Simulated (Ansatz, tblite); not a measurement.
**B(NHMe2)Cl3 (C2H7BCl3N): rung by rung**

How do method and basis change the picture of B(NHMe2)Cl3 (C2H7BCl3N) (singlet)?

The runs use Ansatz 0.2.0, Gaussian basis; as each input shows.

Levels to be run: GFN1-xTB, GFN2-xTB, PBE-D4/def2-TZVP, r2SCAN-D4/def2-TZVP, PBE-QIDH/def2-TZVP, ωB97M-V/def2-TZVP, BLYP-D4/def2-TZVP, PBE-D4/def2-SVP, PBE0-D4/def2-SVP, PBE0-D4/def2-TZVPD, PBE-D4/def2-TZVPD, PBE-QIDH/def2-TZVPD, CCSD(T)/def2-SVP, MP2/def2-TZVP, RPA/def2-TZVP.

2 further runs of the same task are left out: 2 set aside as unsound or not needed.

### Step 1. The geometry

The geometry is that of the singlet, from an earlier relaxation (PBE-D4/def2-SVP).

14 atoms, charge 0, spin multiplicity 1.

Bond lengths: B1–N2 1.655 Å, B1–Cl12 1.846 Å, B1–Cl13 1.847 Å, B1–Cl14 1.840 Å, N2–C3 1.489 Å, N2–C4 1.489 Å, N2–H5 1.034 Å, C3–H6 1.104 Å, C3–H7 1.105 Å, C3–H8 1.107 Å, C4–H9 1.107 Å, C4–H10 1.104 Å, C4–H11 1.105 Å. Angles: N2–B1–Cl12 105.7°, N2–B1–Cl13 105.7°, N2–B1–Cl14 106.8°, Cl12–B1–Cl13 111.0°, Cl12–B1–Cl14 113.4°, Cl13–B1–Cl14 113.5°, B1–N2–C3 113.4°, B1–N2–C4 113.4°, B1–N2–H5 102.1°, C3–N2–C4 111.2°, C3–N2–H5 108.1°, C4–N2–H5 108.1°, N2–C3–H6 108.6°, N2–C3–H7 107.9°, N2–C3–H8 110.0°, H6–C3–H7 109.0°, H6–C3–H8 110.9°, H7–C3–H8 110.3° and more.

As a file:

```xyz
14
C2H7BCl3N
B     0.1581    0.2998   -1.4795
N     0.1564    0.2891    0.1756
C     0.9529   -0.8254    0.7603
C    -1.2104    0.3406    0.7652
H     0.6359    1.1783    0.3985
H     1.9746   -0.7837    0.3453
H     0.4794   -1.7767    0.4563
H     0.9708   -0.7399    1.8636
H    -1.1449    0.4039    1.8682
H    -1.7397    1.2160    0.3512
H    -1.7448   -0.5787    0.4640
Cl    1.9343    0.3860   -1.9768
Cl   -0.7422    1.8360   -1.9689
Cl   -0.6803   -1.2454   -2.0230
```

PBE0-D4/def2-TZVP was run before; its log isn't repeated, and its numbers join the tables.

### Step 2. GFN1-xTB

Tight binding, by tblite at 300 K electronic temperature and without a spin-polarisation term:

```python
tblite.interface.Calculator('GFN1-xTB', numbers, positions, charge=0, uhf=0).singlepoint()
```

Energy -693.6504 eV, HOMO -12.36 eV, LUMO -5.16 eV; 0.011 s.

### Step 3. GFN2-xTB

Tight binding, by tblite at 300 K electronic temperature and without a spin-polarisation term:

```python
tblite.interface.Calculator('GFN2-xTB', numbers, positions, charge=0, uhf=0).singlepoint()
```

Energy -701.0687 eV, HOMO -11.28 eV, LUMO -2.82 eV; 0.01 s.

### Step 4. PBE-D4/def2-TZVP

start.molden holds the orbitals of an earlier run on this state, given as this run's starting guess.

in.yaml reads:

```yaml
crystal:
  periodic: [false, false, false]
  atoms:
    - {symbol: B, position_ang: [0.158113, 0.299819, -1.479452]}
    - {symbol: N, position_ang: [0.156406, 0.289094, 0.175620]}
    - {symbol: C, position_ang: [0.952860, -0.825358, 0.760296]}
    - {symbol: C, position_ang: [-1.210400, 0.340608, 0.765160]}
    - {symbol: H, position_ang: [0.635893, 1.178253, 0.398462]}
    - {symbol: H, position_ang: [1.974583, -0.783750, 0.345297]}
    - {symbol: H, position_ang: [0.479427, -1.776672, 0.456284]}
    - {symbol: H, position_ang: [0.970798, -0.739855, 1.863627]}
    - {symbol: H, position_ang: [-1.144924, 0.403914, 1.868192]}
    - {symbol: H, position_ang: [-1.739749, 1.216003, 0.351160]}
    - {symbol: H, position_ang: [-1.744823, -0.578736, 0.464000]}
    - {symbol: Cl, position_ang: [1.934267, 0.386006, -1.976770]}
    - {symbol: Cl, position_ang: [-0.742184, 1.836032, -1.968873]}
    - {symbol: Cl, position_ang: [-0.680287, -1.245358, -2.023002]}
basis:
  gaussian: {orbitals: def2-TZVP, initial_orbitals: start.molden}
hamiltonian: {xc: pbe, dispersion: d4}
scf: {omitted_lower_state_checks: [starts]}
output: {orbitals: {seedname: orbitals}}
```

On the command line:

```bash
$ ansatz run in.yaml --threads 2 --pin off --events-out ev --progress --plain --max-ram 32768MiB --backend cuda --devices 0, --max-vram 18GiB
```

The runs that follow: r2SCAN-D4/def2-TZVP; PBE-QIDH/def2-TZVP; ωB97M-V/def2-TZVP; BLYP-D4/def2-TZVP; PBE-D4/def2-SVP; PBE0-D4/def2-SVP; PBE0-D4/def2-TZVPD; PBE-D4/def2-TZVPD; PBE-QIDH/def2-TZVPD; CCSD(T)/def2-SVP; MP2/def2-TZVP; RPA/def2-TZVP.

**Question.** What will the summary of the whole plan be? Wanted: gap in def2-TZVP, named functionals, smallest and largest; correlation energy, CCSD(T)/def2-SVP; correlation energy, MP2/def2-TZVP; binding an atom, CCSD(T)/def2-SVP; PBE0 total energy, smallest basis above largest.

The runs gave:

| quantity | value |
| --- | --- |
| gap in def2-TZVP, named functionals, smallest and largest | 5.76 eV (BLYP-D4), 11.91 eV (ωB97M-V) |
| correlation energy, CCSD(T)/def2-SVP | -29.08 eV |
| correlation energy, MP2/def2-TZVP | -33.58 eV |
| binding an atom, CCSD(T)/def2-SVP | 3.634 eV |
| PBE0 total energy, smallest basis above largest | 17.39 eV (def2-SVP, def2-TZVPD) |

What this shows: Orbital gaps of the named functionals in def2-TZVP span 5.76 eV (BLYP-D4) to 11.91 eV (ωB97M-V); exact exchange widens it. The functionals in def2-TZVP miss CCSD(T)/def2-SVP by +0.143 (BLYP-D4) to +0.257 eV (PBE-D4) an atom. The yardstick is in a double-zeta basis, so levels in larger sets aren't compared like for like. CCSD(T)/def2-SVP isn't at the basis-set limit; small misses against it rank nothing.
